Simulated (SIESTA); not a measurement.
MnPt3O6:

```xyz
10
Lattice="3.5716 -5.0202 0.0000 3.5716 5.0202 0.0000 0.0000 0.0000 3.1966" Properties=species:S:1:pos:R:3 pbc="T T T"
Pt    1.7858   -2.5101    1.5983
Pt    1.7858    2.5101    1.5983
Pt    0.0000    0.0000    0.0000
Mn    3.5716    0.0000    0.0000
O     3.5716    1.5202    1.5983
O     3.5716   -1.5202    1.5983
O     1.5102    1.2822    0.0000
O     5.6331   -1.2822    0.0000
O     1.5102   -1.2822    0.0000
O     5.6331    1.2822    0.0000
```

The cell comes from a database or a generator and needn't be the stable form of this composition.

| Property | Result |
| --- | --- |
| Program | SIESTA 5.4.2 |
| Task | single point |
| Functional | PBEsol |
| Potentials or basis | PseudoDojo 0.4 standard (PBEsol files) |
| Basis | DZP (energy shift 0.003 Ry; two zetas on semicore shells) |
| Grid cutoff | 800 Ry |
| Energy shift | 0.003 Ry |
| k mesh | 5 × 5 × 8 |
| Occupations | fermi-dirac, width 0.05 eV |
| Spin | collinear spin, ferromagnetic start |
| Starting moments | [0.0, 0.0, 0.0, 4.0, 0.0, 0.0, 0.0, 0.0, 0.0, 0.0] μB |

On this cell: pressure 0.9 GPa; largest force 0.449 eV/Å; net moment 4.86 μB per cell; site moments Pt +0.03, +0.01; Mn +4.69; O +0.03, +0.01 μB; band gap on the k mesh none (metal or under the smearing width).

The same run follows on a disturbed copy (atoms moved at random, drawn with an rms of 0.05 Å):

```
Pt Mn O
1.0
     3.57164   -5.02021    0.00000
     3.57164    5.02021    0.00000
     0.00000    0.00000    3.19658
Pt Mn O
3 1 6
Direct
  0.49758 0.99325 0.50940
  0.99867 0.50008 0.48761
  0.99569 0.99603 0.99551
  0.49905 0.50528 0.99739
  0.35141 0.65353 0.49503
  0.65840 0.35284 0.49371
  0.08219 0.34166 0.00144
  0.91506 0.65893 0.99153
  0.33764 0.09012 0.00585
  0.66388 0.92049 0.01031
```

Task: What changes?

Result: The energy (extrapolated to zero smearing) moves by +18.0 meV/atom; pressure 1.5 GPa; largest force 2.541 eV/Å; net moment 4.85 μB per cell; site moments Pt +0.03, +0.01; Mn +4.69; O +0.04, +0.03, +0.01, -0.00 μB; band gap on the k mesh none (metal or under the smearing width).

Forces in eV/Å, atoms in the order of the input:
```
Pt   1.898  1.676 -0.217
Pt   0.507 -0.253  1.013
Pt   1.530  0.008  0.346
Mn  -0.126 -0.402 -0.017
O   -0.775 -0.613  0.093
O   -1.160  0.564  0.074
O   -0.261 -0.807 -0.736
O   -0.209  0.507 -0.210
O   -0.264 -0.393 -0.084
O   -1.147 -0.284 -0.259
```

Stress tensor (GPa, compression positive):
```
 1.28 -1.19  0.15
-1.19  1.12  1.19
 0.15  1.19  2.08
```

Caveats: short orbitals over semicore shells can move pressures by several GPa; the basis of atomic orbitals isn't converged, which shifts pressures, moduli and gaps; a cell with one magnetic atom can't hold antiferromagnetic order, which such compounds often take; semilocal functionals often make such compounds metallic where correlation or magnetic order opens a gap, which also shifts bond lengths.
